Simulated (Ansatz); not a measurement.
**C₂H₇BrInN: vertical ionisation energy**

Aim: the vertical ionisation energy of C₂H₇BrInN, as cation minus neutral at the neutral's geometry, on several levels, and how well −ε(HOMO) stands in for it.

Program: Ansatz 0.2.0, Gaussian basis. Level of theory: unrestricted cation, the program's frozen cores in correlated methods. These are calculated values, not measurements.

The runs, in order: UKS PBE-D4/def2-TZVPP; UKS r2SCAN-D4/def2-TZVPP; UKS PBE0-D4/def2-TZVPP; UKS B3LYP-D4/def2-TZVPP; UKS wB97X-V/def2-TZVPP; UKS wB97M-V/def2-TZVPP; UKS B2PLYP/def2-TZVPP; UHF-CCSD(T)/def2-TZVPP; UHF-MP2/def2-QZVPP; extrapolation to the limit; then −ε(HOMO) from the neutral's earlier runs with LDA (SPW92), PBE-D4, revPBE-D4, BLYP-D4, r2SCAN-D4, B97M-V, PBE0-D4, B3LYP-D4, r2SCANh-D4, r2SCAN0-D4, HSE06-D4, BHLYP-D4, CAM-B3LYP-D4, LC-ωPBE, ωB97X-V, ωB97M-V.

## Step 1: Structure used throughout

An earlier PBE0-D4 in a triple-zeta def2 set relaxation fixed the geometry. In takes the def2 core potential; no spin-orbit term is included.

SMILES `C[N](C)[InH][Br]`, 12 atoms, charge 0, spin multiplicity 1.

Atoms are counted from 1 here; the program's logs count them from 0.

Bond lengths: C1–N2 1.440 Å, C1–H6 1.093 Å, C1–H7 1.101 Å, C1–H8 1.101 Å, N2–C3 1.439 Å, N2–In4 1.997 Å, C3–H9 1.091 Å, C3–H10 1.100 Å, C3–H11 1.100 Å, In4–Br5 2.478 Å, In4–H12 1.696 Å. Angles: N2–C1–H6 111.4°, N2–C1–H7 111.6°, N2–C1–H8 111.6°, H6–C1–H7 107.5°, H6–C1–H8 107.5°, H7–C1–H8 107.0°, C1–N2–C3 113.2°, C1–N2–In4 122.8°, C3–N2–In4 124.0°, N2–C3–H9 111.0°, N2–C3–H10 111.4°, N2–C3–H11 111.4°, H9–C3–H10 107.9°, H9–C3–H11 107.9°, H10–C3–H11 107.2°, N2–In4–Br5 110.7°, N2–In4–H12 128.0°, Br5–In4–H12 121.3°.

## Step 2: Cation, UKS PBE-D4/def2-TZVPP

in.yaml reads:

```yaml
crystal:
  periodic: [false, false, false]
  atoms:
    - {symbol: C, position_ang: [-0.516948, -0.673005, 1.252256]}
    - {symbol: N, position_ang: [-0.042743, -0.040485, 0.049063]}
    - {symbol: C, position_ang: [1.188797, 0.680804, 0.234664]}
    - {symbol: In, position_ang: [-1.011900, -0.164030, -1.692963]}
    - {symbol: Br, position_ang: [0.197023, 1.084905, -3.458815]}
    - {symbol: H, position_ang: [-1.452066, -1.211679, 1.077729]}
    - {symbol: H, position_ang: [-0.702515, 0.061812, 2.050251]}
    - {symbol: H, position_ang: [0.213471, -1.396872, 1.644290]}
    - {symbol: H, position_ang: [1.514627, 1.144921, -0.697967]}
    - {symbol: H, position_ang: [1.994793, 0.016414, 0.580552]}
    - {symbol: H, position_ang: [1.078559, 1.476202, 0.986921]}
    - {symbol: H, position_ang: [-2.461100, -0.978967, -2.025972]}
basis:
  gaussian: {orbitals: def2-TZVPP}
total_charge: 1
magnetization: {spin_polarized: true, initial_magnetization: 1}
hamiltonian: {xc: pbe, dispersion: d4}
```

Launch:

```
$ ansatz run in.yaml --threads 2 --pin off --events-out ev --progress --plain --max-ram 32768MiB --backend cuda --devices 0, --max-vram 18GiB
```

After this run come: Cation, UKS r2SCAN-D4/def2-TZVPP; Cation, UKS PBE0-D4/def2-TZVPP; Cation, UKS B3LYP-D4/def2-TZVPP; Cation, UKS wB97X-V/def2-TZVPP; Cation, UKS wB97M-V/def2-TZVPP; Cation, UKS B2PLYP (frozen core)/def2-TZVPP; Cation, UHF-CCSD(T)/def2-TZVPP; Cation, UHF-MP2/def2-QZVPP.

Q: Predict the results of all the runs planned. Wanted: ionisation energy, CCSD(T)/CBS; nearest functional by difference; nearest −ε(HOMO); −ε(HOMO) of PBE; T1 of the cation.

**Answer**, as computed:

| quantity | value |
| --- | --- |
| ionisation energy, CCSD(T)/CBS | 8.33 eV |
| nearest functional by difference | ωB97M-V (-0.19 eV) |
| nearest −ε(HOMO) | ωB97M-V (+0.25 eV) |
| −ε(HOMO) of PBE | 5.16 eV |
| T1 of the cation | 0.015 |

In words: Energy differences with functionals land within 0.40 eV of the reference. The PBE orbital energy is 3.2 eV too small: a semilocal HOMO is no ionisation energy. Among orbital estimates ωB97M-V comes nearest. Hartree-Fock falls 1.53 eV short, as the neutral has more correlation energy than the cation. The cation may have settled in a state other than its lowest; no search over hole states beyond the program's own was made. Correlated methods include outer-core shells of Br, In, which these sets cover unevenly. With outer-core shells in play the reference is unsure by up to some tenths of an eV, so close misses can't be ranked.
